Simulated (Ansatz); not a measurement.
# CH3AlF2O: the cost of one run

Program: Ansatz 0.2.0, Gaussian basis. Level of theory: the settings change from run to run. These are calculated values, not measurements.

## Step 1: The geometry

The geometry comes from an earlier relaxation with PBE0-D4 in a triple-zeta def2 set; it is a stationary point, not always the lowest conformer.

SMILES `O[C](F)(F)[AlH2]`, 8 atoms, charge 0, spin multiplicity 1.

Atoms are counted from 1 here; the program's logs count them from 0.

Bond lengths: O1–C2 1.360 Å, O1–H6 0.969 Å, C2–F3 1.376 Å, C2–F4 1.377 Å, C2–Al5 2.021 Å, Al5–H7 1.579 Å, Al5–H8 1.579 Å. Angles: C2–O1–H6 109.4°, O1–C2–F3 109.2°, O1–C2–F4 109.2°, O1–C2–Al5 108.1°, F3–C2–F4 103.6°, F3–C2–Al5 113.3°, F4–C2–Al5 113.3°, C2–Al5–H7 117.9°, C2–Al5–H8 117.9°, H7–Al5–H8 124.3°.

## Step 2: wB97X-V/aug-cc-pVTZ

Options: unrestricted orbitals, relativity set to scalar.

File in.yaml:

```yaml
crystal:
  periodic: [false, false, false]
  atoms:
    - {symbol: O, position_ang: [-0.296307, 1.197512, 0.848137]}
    - {symbol: C, position_ang: [0.437224, 0.147772, 0.390062]}
    - {symbol: F, position_ang: [0.750332, -0.681011, 1.443520]}
    - {symbol: F, position_ang: [1.663715, 0.603458, -0.037644]}
    - {symbol: Al, position_ang: [-0.623252, -0.772807, -1.062785]}
    - {symbol: H, position_ang: [0.195380, 1.653864, 1.547917]}
    - {symbol: H, position_ang: [-0.432295, -0.269785, -2.547225]}
    - {symbol: H, position_ang: [-1.602596, -1.936102, -0.637683]}
basis:
  gaussian: {orbitals: aug-cc-pVTZ}
magnetization: {spin_polarized: true, initial_magnetization: 0}
hamiltonian: {xc: {name: wB97X-V}, pseudopotentials: {relativity: scalar}}
output: {forces: true}
```

Run with:

```bash
$ ansatz run in.yaml --threads 2 --pin off --events-out ev --progress --plain --max-ram 4352MiB
```

Q: Estimate wall time and peak memory on 2 threads of Arm Neoverse V1, shared host.

About 43 s, with a peak of 1.2 GiB.
